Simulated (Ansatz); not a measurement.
# BH₃S + HBr: a complex and its separated parts

Aim: how far the complex at one end of a reaction step lies below its separated, relaxed parts, level by level.

Program: Ansatz 0.2.0, Gaussian basis. Level of theory: PBE0-D4/def2-TZVP structures, single points in def2-TZVPP, no counterpoise correction. These are calculated values, not measurements.

Levels: SPW92, PBE-D4, BLYP-D4, r2SCAN-D4, B97M-V, PBE0-D4, B3LYP-D4, r2SCAN0-D4, BHLYP-D4, CAM-B3LYP-D4, wB97X-V, wB97M-V, B2PLYP, PBE-QIDH, RPA on PBE, Hartree-Fock, MP2, CCSD, CCSD(T).

Cores are frozen in the correlated methods. Filled d shells of the heavier atoms are correlated. B3LYP uses VWN-RPA correlation. B2PLYP carries no dispersion term here.

20 further runs of the same task are left out: 20 set aside as unsound or not needed.

### Step 1. Where the work starts

The complex: 7 atoms, charge 0, spin multiplicity 1.

Atoms are counted from 1 here; the program's logs count them from 0.

Bond lengths: B1–S2 1.772 Å, B1–H3 1.190 Å, B1–H4 1.189 Å, S2–H7 1.345 Å, H5–Br6 1.431 Å. Angles: S2–B1–H3 115.6°, S2–B1–H4 121.2°, H3–B1–H4 123.2°, B1–S2–H7 99.4°.

Geometry (Å):

```
B    -0.6080   -0.3492   -1.1289
S     1.0460    0.0417   -0.6258
H    -0.8908   -1.5055   -1.1119
H    -1.3675    0.5028   -1.4618
H     0.5606   -0.0664    1.8363
Br    0.2590   -0.0040    3.2337
H     1.0007    1.3807   -0.7416
```

Its parts: BH₃S holds atoms 1, 2, 3, 4, 7; HBr holds atoms 5, 6. Each part counts its atoms afresh in its own runs.

### Step 2. Relaxing BH₃S alone

The input, relax-a/in.yaml:

```yaml
crystal:
  periodic: [false, false, false]
  atoms:
    - {symbol: B, position_ang: [-0.607985, -0.349221, -1.128879]}
    - {symbol: S, position_ang: [1.046026, 0.041671, -0.625819]}
    - {symbol: H, position_ang: [-0.890798, -1.505465, -1.111933]}
    - {symbol: H, position_ang: [-1.367545, 0.502780, -1.461824]}
    - {symbol: H, position_ang: [1.000669, 1.380652, -0.741604]}
basis:
  gaussian: {orbitals: def2-TZVP}
hamiltonian: {xc: pbe0, dispersion: d4}
relax: {f_tol: 0.005, max_steps: 200}
```

No record of the launch command was kept for these runs.

Further steps of the session: Relaxing HBr alone; wB97M-V/def2-TZVPP; CCSD(T)/def2-TZVPP; Vibrations of BH₃S; Vibrations of HBr.

**Question.** What will these runs give? Wanted: complex less parts, CCSD(T)/def2-TZVPP; with zero-point energy; largest T1 diagnostic.

As calculated:

| quantity | value |
| --- | --- |
| complex less parts, CCSD(T)/def2-TZVPP | -1.58 kcal/mol |
| with zero-point energy | -0.73 kcal/mol |
| largest T1 diagnostic | 0.015 |

**Reading.** At CCSD(T) the complex lies 1.58 kcal/mol below its parts. wB97M-V is the best functional here (-0.20 kcal/mol from CCSD(T)); SPW92 is the worst (-2.52 kcal/mol). By rung, the mean size of the error is: LDA 2.52, GGA 1.17, meta-GGA 0.45, hybrid 0.78, range-separated hybrid 0.37, double hybrid 0.22 kcal/mol. PBE-D4 gives a relative energy 1.34 kcal/mol too low, an error of 85 % of the reference. No counterpoise was applied, and triple zeta lacks some correlation, so the CCSD(T) reference has a basis error of its own, and close matches with it are partly luck.
